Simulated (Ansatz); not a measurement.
# C2H4AlBS: the cost of one run

Program: Ansatz 0.2.0, Gaussian basis. Level of theory: the settings change from run to run. These are calculated values, not measurements.

## Step 1: The geometry

The structure was relaxed beforehand with PBE0-D4 in a triple-zeta def2 set.

9 atoms, charge 0, spin multiplicity 1.

Atoms are counted from 1 here; the program's logs count them from 0.

Bond lengths: C1–Al2 1.929 Å, C1–H6 1.091 Å, C1–H7 1.093 Å, C1–H8 1.093 Å, Al2–B3 2.274 Å, Al2–C4 1.927 Å, Al2–S5 2.194 Å, B3–C4 1.344 Å, B3–H9 1.176 Å, C4–S5 1.756 Å. Angles: Al2–C1–H6 111.6°, Al2–C1–H7 109.9°, Al2–C1–H8 109.8°, H6–C1–H7 108.8°, H6–C1–H8 108.8°, H7–C1–H8 107.8°, C1–Al2–B3 132.6°, C1–Al2–C4 168.8°, C1–Al2–S5 141.3°, B3–Al2–C4 36.1°, B3–Al2–S5 86.0°, C4–Al2–S5 49.9°, Al2–B3–C4 57.7°, Al2–B3–H9 128.7°, C4–B3–H9 173.6°, Al2–C4–B3 86.1°, Al2–C4–S5 73.0°, B3–C4–S5 159.1° and more.

## Step 2: revPBE/aug-pcseg-2

Options: the search for lower states set to off.

Contents of in.yaml:

```yaml
crystal:
  periodic: [false, false, false]
  atoms:
    - {symbol: C, position_ang: [-0.747570, -1.138251, -1.037550]}
    - {symbol: Al, position_ang: [0.379866, 0.189702, -0.208350]}
    - {symbol: B, position_ang: [0.340112, 1.184556, 1.836404]}
    - {symbol: C, position_ang: [1.272378, 1.477779, 0.913090]}
    - {symbol: S, position_ang: [2.150358, 1.423684, -0.606128]}
    - {symbol: H, position_ang: [-1.539984, -1.468687, -0.364997]}
    - {symbol: H, position_ang: [-0.148910, -2.004344, -1.329453]}
    - {symbol: H, position_ang: [-1.202432, -0.726103, -1.941504]}
    - {symbol: H, position_ang: [-0.415419, 1.015162, 2.721487]}
basis:
  gaussian: {orbitals: aug-pcseg-2}
hamiltonian: {xc: {name: revPBE}}
scf: {lower_state_search: off}
output: {forces: true}
```

On the command line:

```sh
$ ansatz run in.yaml --threads 2 --pin off --events-out ev --progress --plain --max-ram 4352MiB
```

Q: Estimate wall time and peak memory on 2 threads of AMD EPYC 7R43, shared host.

About 12 s, with a peak of 0.54 GiB.
